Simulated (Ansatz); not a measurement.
# AlGaPH+ (doublet): the correlation ladder, cc-pVDZ

Aim: climb from Hartree-Fock through coupled cluster and multireference methods for AlGaPH+ (doublet) at one geometry and basis, and see what each rung misses.

Method: cc-pVDZ, core rule «outside noble gas», up to 24 orbitals frozen; program: Ansatz 0.2.0, Gaussian basis.

The runs, in order: UHF; CCSD(T) on ROHF; CCSD(T) on UHF; BCCD(T) on ROHF; CISD; CCSDT(Q) on ROHF; CCSDT(Q) on UHF; CASSCF and MRCISD+Q, 9 electrons in 9 orbitals; CASSCF and NEVPT2, 9 electrons in 9 orbitals.

27 further runs of the same task are left out: 2 for a known fault of the program, 11 that didn't finish, 14 set aside as unsound or not needed.

**1. The system**

The geometry is a PBE0/def2-TZVP stationary point (not a proven minimum) of the parent state, kept for this charge and spin. No spin-orbit coupling is included. The filled d shell of Ga may be among the frozen orbitals whatever the setting's name suggests; the logs give the count.

4 atoms, charge 1, spin multiplicity 2.

Atoms are counted from 1 here; the program's logs count them from 0.

Bond lengths: Al1–P2 2.264 Å, Al1–Ga3 2.612 Å, Al1–H4 1.731 Å, P2–Ga3 2.272 Å, Ga3–H4 1.923 Å. Angles: P2–Al1–Ga3 55.0°, P2–Al1–H4 102.4°, Ga3–Al1–H4 47.4°, Al1–P2–Ga3 70.3°, Al1–Ga3–P2 54.7°, Al1–Ga3–H4 41.5°, P2–Ga3–H4 96.2°, Al1–H4–Ga3 91.1°.

**2. UHF**

in.yaml

```yaml
crystal:
  periodic: [false, false, false]
  atoms:
    - {symbol: Al, position_ang: [0.000000, 1.003938, 1.483451]}
    - {symbol: P, position_ang: [0.000000, -1.182613, 0.896493]}
    - {symbol: Ga, position_ang: [0.000000, 0.110828, -0.971553]}
    - {symbol: H, position_ang: [0.000000, 1.800570, -0.053547]}
basis:
  gaussian: {orbitals: cc-pVDZ}
total_charge: 1
magnetization: {spin_polarized: true, initial_magnetization: 1}
hamiltonian: {xc: hf}
output: {orbitals: {seedname: orbitals}}
```

Run with:

```
$ ansatz run in.yaml --threads 1 --pin off --events-out ev --progress --plain --max-ram 2393MiB
```

After this run come: CCSD(T) on ROHF; CCSD(T) on UHF; BCCD(T) on ROHF; CISD; CCSDT(Q) on ROHF; CCSDT(Q) on UHF; CASSCF and MRCISD+Q, 9 electrons in 9 orbitals; CASSCF and NEVPT2, 9 electrons in 9 orbitals.

Before running them: what should the planned runs give, taken together? Wanted: RCCSDT(Q) below the RHF energy; RMP2 from RCCSDT(Q); UMP2 from RCCSDT(Q); RCCSD from RCCSDT(Q); RCCSD(T) from RCCSDT(Q); UCCSD(T) from RCCSDT(Q); UCCSDT(Q) from RCCSDT(Q); NEVPT2 frontier from RCCSDT(Q); MRCISD+Q frontier from RCCSDT(Q).

As calculated:

| quantity | value |
| --- | --- |
| RCCSDT(Q) below the RHF energy | -7.0223 eV |
| RMP2 from RCCSDT(Q) | +1236.5 meV |
| UMP2 from RCCSDT(Q) | +1242.8 meV |
| RCCSD from RCCSDT(Q) | +487.3 meV |
| RCCSD(T) from RCCSDT(Q) | +79.9 meV |
| UCCSD(T) from RCCSDT(Q) | +74.8 meV |
| UCCSDT(Q) from RCCSDT(Q) | -12.2 meV |
| NEVPT2 frontier from RCCSDT(Q) | +1188.0 meV |
| MRCISD+Q frontier from RCCSDT(Q) | +93.1 meV |
| levels within 1 kcal/mol (43 meV) | RCCSDT, UCCSDT, UCCSDT(Q) |
| T1 diagnostic | 0.035 |

In words: RCCSD(T) misses by +79.9 meV, 1.1 % of the correlation energy. Of the multireference levels listed MRCISD+Q frontier comes nearest in total energy (+93.1 meV), which doesn't show that its space is the better one. Coupled cluster took another determinant than the lowest Hartree-Fock one. These misses are within one basis, not against nature; the frozen cores of restricted and unrestricted runs differ, which can shift their rows.
